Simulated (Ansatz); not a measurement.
**C2H5AlO: up Jacob's ladder to CCSD(T)**

One table from this session's results is given with a row withheld; the runs are named, their logs left out.

The runs use Ansatz 0.2.0, Gaussian basis; functionals in def2-TZVPP, the program's frozen cores in correlated methods.

Plan: LDA (SPW92), PBE-D4, revPBE-D4, BLYP-D4, r2SCAN-D4, B97M-V, PBE0-D4, B3LYP-D4, r2SCANh-D4, r2SCAN0-D4, HSE06-D4, BHLYP-D4, CAM-B3LYP-D4, LC-ωPBE, ωB97X-V, ωB97M-V, B2PLYP, PBE-QIDH; CCSD(T)/def2-SVP; CCSD(T)/def2-TZVPP; MP2/def2-QZVPP; extrapolation to the limit; RPA on PBE.

## The relaxed structure

The geometry comes from an earlier relaxation with PBE0-D4 in a triple-zeta def2 set; it is a stationary point, not always the lowest conformer.

SMILES `[CH3][Al]1[CH2][O]1`, 9 atoms, charge 0, spin multiplicity 1.

Atoms are counted from 1 here; the program's logs count them from 0.

Bond lengths: C1–Al2 1.934 Å, C1–H5 1.093 Å, C1–H6 1.091 Å, C1–H7 1.094 Å, Al2–C3 1.883 Å, Al2–O4 1.707 Å, C3–O4 1.488 Å, C3–H8 1.091 Å, C3–H9 1.091 Å. Angles: Al2–C1–H5 110.3°, Al2–C1–H6 112.2°, Al2–C1–H7 110.1°, H5–C1–H6 108.5°, H5–C1–H7 107.6°, H6–C1–H7 108.1°, C1–Al2–C3 171.7°, C1–Al2–O4 139.6°, C3–Al2–O4 48.7°, Al2–C3–O4 59.5°, Al2–C3–H8 123.8°, Al2–C3–H9 123.8°, O4–C3–H8 112.4°, O4–C3–H9 112.4°, H8–C3–H9 110.7°, Al2–O4–C3 71.8°.

Set-up of the first run:

in.yaml

```yaml
crystal:
  periodic: [false, false, false]
  atoms:
    - {symbol: C, position_ang: [-0.670851, 1.320193, -1.081511]}
    - {symbol: Al, position_ang: [0.051345, -0.076663, 0.044160]}
    - {symbol: C, position_ang: [0.678725, -1.280205, 1.349332]}
    - {symbol: O, position_ang: [0.789341, -1.609532, -0.097895]}
    - {symbol: H, position_ang: [0.039713, 1.575000, -1.872095]}
    - {symbol: H, position_ang: [-0.900203, 2.225968, -0.517471]}
    - {symbol: H, position_ang: [-1.591178, 0.976783, -1.562074]}
    - {symbol: H, position_ang: [0.038540, -1.980490, 1.887682]}
    - {symbol: H, position_ang: [1.653168, -1.197355, 1.832773]}
basis:
  gaussian: {orbitals: def2-TZVPP}
hamiltonian: {xc: lda}
output: {orbitals: {seedname: orbitals}}
```

Steps of the session up to this table: LDA; PBE-D4 (GGA); revPBE-D4 (GGA); BLYP-D4 (GGA); r2SCAN-D4 (meta-GGA); B97M-V (meta-GGA); PBE0-D4 (hybrid); B3LYP-D4 (hybrid); r2SCANh-D4 (hybrid); r2SCAN0-D4 (hybrid); HSE06-D4 (hybrid); BHLYP-D4 (hybrid); CAM-B3LYP-D4 (range-separated); LC-ωPBE (range-separated); ωB97X-V (range-separated); ωB97M-V (range-separated); B2PLYP (double hybrid); PBE-QIDH (double hybrid).

One table of the session follows, with a row left open; its other results are not shown here.

It belongs to the step «Frontier levels by functional». 

```
  functional  HOMO (eV)  gap (eV)
 LDA (SPW92)          ?         ?
      PBE-D4      -4.99      3.52
   revPBE-D4      -4.92      3.55
     BLYP-D4      -4.88      3.46
   r2SCAN-D4      -5.18      4.09
      B97M-V      -5.22      3.90
     PBE0-D4      -6.21      5.53
    B3LYP-D4      -6.02      5.07
  r2SCANh-D4      -5.64      4.82
  r2SCAN0-D4      -6.35      5.90
    HSE06-D4      -5.81      4.77
    BHLYP-D4      -7.37      7.37
CAM-B3LYP-D4      -7.59      7.76
     LC-ωPBE      -8.91     10.24
     ωB97X-V      -8.56      9.73
     ωB97M-V      -8.45      9.26
```

Estimate the missing values for LDA (SPW92).

**Answer.** HOMO (eV): -5.15; gap (eV): 3.51. In the column «HOMO (eV)» it lies between r2SCAN-D4 (-5.18) and PBE-D4 (-4.99).
